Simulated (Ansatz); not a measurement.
Cl₂H₂OSi, SMILES O[SiH](Cl)Cl, harmonic frequencies at the relaxed geometry

Computed with Ansatz 0.2.0, Python API.

Typed at the interpreter:
```pycon
>>> import itertools
>>> import ansatz as az
>>> from ase.data import atomic_numbers, covalent_radii
>>> import numpy as np
>>> geometry = (
...     az.Crystal.molecule()
...     .atom('O', (0.4216, 1.1583, -0.4521))
...     .atom('Si', (0.1139, -0.2054, 0.3644))
...     .atom('Cl', (0.5643, -1.7043, -0.9358))
...     .atom('Cl', (-1.8193, -0.3076, 0.6598))
...     .atom('H', (-0.1171, 1.2632, -1.3137))
...     .atom('H', (0.8787, -0.2683, 1.6312))
... )
>>> job = geometry.calculation()
>>> job = job.basis(gaussian='cc-pVDZ')
>>> job = job.functional('b3lyp', dispersion='d3bj')
>>> symbols = [site.symbol for site in geometry.cartesian_sites]
>>> start = np.array([site.position_ang for site in geometry.cartesian_sites], dtype=float)
>>> report = job.relax(force_tolerance=0.003).run(threads=1, pin='off').report

>>> end = np.array(report['positions_ang'])
>>> # pairs closer than 1.2 times the sum of covalent radii, before or after
>>> radius = [covalent_radii[atomic_numbers[s]] for s in symbols]
>>> span = lambda where, i, j: np.linalg.norm(where[i] - where[j])
>>> bonded = [(i, j) for i, j in itertools.combinations(range(len(symbols)), 2) if min(span(start, i, j), span(end, i, j)) < 1.2 * (radius[i] + radius[j])]
>>> print('pair        before    after (A)')
pair        before    after (A)
>>> for i, j in bonded:
...     print(f'{symbols[i]}{i}-{symbols[j]}{j}'.ljust(10), f'{span(start, i, j):8.4f} {span(end, i, j):8.4f}')
...
O0-Si1       1.6190   1.6619
O0-H4        1.0215   0.9682
Si1-Cl2      2.0347   2.0826
Si1-Cl3      1.9583   2.0826
Si1-H5       1.4811   1.4743
>>> # frequencies need a stationary point, so they are taken at the relaxed geometry
>>> minimum = az.Crystal.molecule()
>>> for symbol, place in zip(symbols, end):
...     minimum = minimum.atom(symbol, place.tolist())
...
>>> vibrating = (
...     minimum.calculation()
...     .basis(gaussian='cc-pVDZ')
...     .functional('b3lyp', dispersion='d3bj')
...     .phonons(temperatures=(100, 500, 100))
... )
>>> vib = vibrating.run(threads=1, pin='off').report['vibrations']
>>> sums = vib['harmonic_sums']
>>> modes = [m['omega_inv_cm'] for m in sums['modes_at_gamma'] if m['rigid_motion'] == 'no']
>>> for number, w in enumerate(modes, start=1):
...     print(f'mode {number:2d} {w:9.1f} 1/cm {w / 8065.544 * 1000:8.2f} meV')
...
mode  1     179.1 1/cm    22.20 meV
mode  2     185.5 1/cm    22.99 meV
mode  3     285.1 1/cm    35.35 meV
mode  4     294.8 1/cm    36.55 meV
mode  5     496.4 1/cm    61.54 meV
mode  6     563.1 1/cm    69.82 meV
mode  7     783.7 1/cm    97.17 meV
mode  8     784.4 1/cm    97.25 meV
mode  9     874.6 1/cm   108.43 meV
mode 10     927.9 1/cm   115.04 meV
mode 11    2305.8 1/cm   285.88 meV
mode 12    3817.8 1/cm   473.35 meV
>>> print('imaginary modes:', sum(w < 0 for w in modes), ' zero-point energy:', round(sums['zero_point_energy_ev'], 4), 'eV')
imaginary modes: 0  zero-point energy: 0.7128 eV
>>> print('T (K)   F_vib (eV)   S_vib (meV/K)   C_vib (meV/K)')
T (K)   F_vib (eV)   S_vib (meV/K)   C_vib (meV/K)
>>> for row in zip(sums['temperatures_k'], sums['vibrational_free_energy_ev'], vib['entropy_ev_per_k'], vib['heat_capacity_ev_per_k']):
...     print(f'{row[0]:6.1f} {row[1]:11.4f} {1000 * row[2]:13.4f} {1000 * row[3]:15.4f}')
...
 100.0      0.7112        0.0632          0.1534
 200.0      0.6964        0.2365          0.3601
 300.0      0.6638        0.4137          0.5158
 400.0      0.6141        0.5778          0.6229
 500.0      0.5489        0.7250          0.6947
```

Reading the output:
- The settings weren't tested for convergence.
- The frequencies are harmonic and unscaled, in a modest basis. The result belongs to the one conformer reached from this start, and soft torsions count as harmonic oscillators.
- b3lyp holds the VWN-RPA fit, as in Gaussian; the form of ORCA and Turbomole is b3lyp5.
- Run time: 64 s on 1 thread of Intel(R) Xeon(R) 6975P-C (Granite Rapids), with other jobs on the host, peak memory 0.25 GiB.

(Lines on the test bed's own set-up are left out of the output.)
